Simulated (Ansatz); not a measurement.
## ClGeH₃Se, SMILES [Cl][GeH2][SeH]: a ladder of basis sets, step by step

With Ansatz 0.2.0, Python API.

Typed at the interpreter:
```pycon
>>> import ansatz as az
>>> geometry_ang = [
...     ("Cl", (-2.3321, 0.6934, -0.3665)),
...     ("Ge", (-0.3483, -0.0012, -0.4007)),
...     ("Se", (0.577, 0.2701, 1.7234)),
...     ("H", (-0.2676, -1.4898, -0.7857)),
...     ("H", (0.4859, 0.7935, -1.4557)),
...     ("H", (1.9272, -0.33, 1.239)),
... ]
>>> geometry = az.Crystal.molecule()
>>> for symbol, xyz in geometry_ang:
...     geometry = geometry.atom(symbol, xyz)
...
>>> calc = geometry.calculation().functional("PBE0")
>>> energies = {}
>>> for basis in ["def2-SVP", "def2-SVPD", "def2-TZVP", "def2-TZVPP"]:
...     rep = calc.basis(gaussian=basis).run(threads=1, pin="off").report
...     size = rep["n_frozen"] + rep["n_occupied"][0] + rep["n_virtual"][0]
...     energies[basis] = (rep["reference_energy_ev"] / 27.211386246, rep["free_energy_ev"] / 27.211386246)
...     print(f"{basis:14s} {size:4d} orbitals  reference {energies[basis][0]:14.6f} Ha  total {energies[basis][1]:14.6f} Ha")
...
def2-SVP         97 orbitals  reference   -4939.217259 Ha  total   -4939.217259 Ha
def2-SVPD       130 orbitals  reference   -4939.229020 Ha  total   -4939.229020 Ha
def2-TZVP       151 orbitals  reference   -4939.934919 Ha  total   -4939.934919 Ha
def2-TZVPP      180 orbitals  reference   -4939.935893 Ha  total   -4939.935893 Ha
>>> last = energies["def2-TZVPP"][1]
>>> for basis, (_, total) in energies.items():
...     print(f"{basis:14s} lies {27.211386 * (total - last):9.4f} eV above def2-TZVPP")
...
def2-SVP       lies   19.5550 eV above def2-TZVPP
def2-SVPD      lies   19.2350 eV above def2-TZVPP
def2-TZVP      lies    0.0265 eV above def2-TZVPP
def2-TZVPP     lies    0.0000 eV above def2-TZVPP
```

Against def2-SVP: def2-SVPD -11.8 mHa, def2-TZVP -717.7 mHa and def2-TZVPP -718.6 mHa. The last step alone is -0.97 mHa (these two sets differ little on atoms other than hydrogen). From the first set to the last the time grows from 3.7 to 7.1 s.

Reading the output:
- The drop along the ladder measures the basis error, and is no property of the molecule.
- The geometry is a force-field or estimated start, not a minimum of this method, and the last set is no limit. Much of the fall in a total is atomic energy, which cancels in bond and reaction energies.
- Hardware and time: 24 s on 1 thread of Arm Neoverse V2, on a shared host, peak memory 0.48 GiB.
